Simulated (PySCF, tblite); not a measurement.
# C2H8O3Si2: geometry, infrared bands and NMR shifts

Aim: predict the infrared bands and NMR shifts of C2H8O3Si2 (`O=C(C[SiH2]O)O[SiH3]`).

Programs: tblite 0.8.0 and PySCF 2.14.0, with density-fitted response routines of our own. Each step states its level of theory. These are calculated values for one molecule in the gas phase, unless marked as measured. Atoms are numbered from 0 throughout.

### 1 The starting structure

15 atoms, charge 0, multiplicity 1; geometry from: force field or distance geometry start.

Bonds of the start (Å): O0–C1 1.21, C1–C2 1.51, C2–Si3 1.87, Si3–O4 1.65, C1–O5 1.36, O5–Si6 1.66, C2–H7 1.09, C2–H8 1.09, Si3–H9 1.47, Si3–H10 1.49, O4–H11 0.98, Si6–H12 1.48, Si6–H13 1.49, Si6–H14 1.48.

### 2 Geometry optimisation with GFN2-xTB

What the job is given:

```
{"job": {"kind": "relax", "xc": "GFN2-xTB", "basis": "xTB"}, "charge": 0, "multiplicity": 1}
O      0.227800     0.579700    -1.180300
C      0.333400    -0.073200    -0.165900
C     -0.731600    -0.290300     0.875500
Si    -2.217300     0.825800     0.690500
O     -2.934100     0.741200    -0.789800
O      1.443300    -0.765600     0.214500
Si     2.839700    -0.786900    -0.684700
H     -1.052800    -1.328200     0.811400
H     -0.298000    -0.127600     1.864700
H     -1.832300     2.224300     0.953300
H     -3.230400     0.448400     1.716500
H     -2.363100     0.993600    -1.539700
H      3.388200     0.581700    -0.796300
H      3.844900    -1.631000     0.018300
H      2.578100    -1.383700    -2.009800
```

Started as:

```console
> OMP_NUM_THREADS=1 python probes_run.py task.json out
```

The driver reads the jobs from task.json and runs them one after another.

**Question.** This job is followed by: GFN2-xTB harmonic vibrations, gas phase; GIAO PBE0/pcSseg-1 NMR shielding, non-relativistic, gas phase. Predict these results of the whole session: strongest single infrared mode (GFN2-xTB); zero-point energy (GFN2-xTB); 13C shifts against TMS (PBE0/pcSseg-1); 1H shifts against TMS (PBE0/pcSseg-1, means over atoms taken as alike); 17O shifts against H2O (PBE0/pcSseg-1); 29Si shifts against TMS (PBE0/pcSseg-1).

As calculated:

| quantity | value |
| --- | --- |
| strongest single infrared mode (GFN2-xTB) | 1251 cm⁻¹, 609 km/mol |
| zero-point energy (GFN2-xTB) | 59.9 kcal/mol |
| 13C shifts against TMS (PBE0/pcSseg-1) | 183.2, 27.6 ppm |
| 1H shifts against TMS (PBE0/pcSseg-1, means over atoms taken as alike) | 5.05, 4.79, 3.54, 2.17 ppm |
| 17O shifts against H2O (PBE0/pcSseg-1) | 433.3, 198.0, 13.5 ppm |
| 29Si shifts against TMS (PBE0/pcSseg-1) | -29.3, -40.3 ppm |

**Reading.** Relaxing lowered the energy by 0.384 eV in 147 steps; the close pair that moved most is C2–Si3, from 1.867 to 1.930 Å. No mode is imaginary among the 39: a minimum at this level. The strongest single mode, at 1251 cm⁻¹, moves mainly C1. Unscaled tight-binding wavenumbers are off by several per cent, some by more. Its intensities can rank the bands wrongly. At PBE0/pcSseg-1: Shielding is most anisotropic at O0 (span 633 ppm, paramagnetic term -503 ppm).
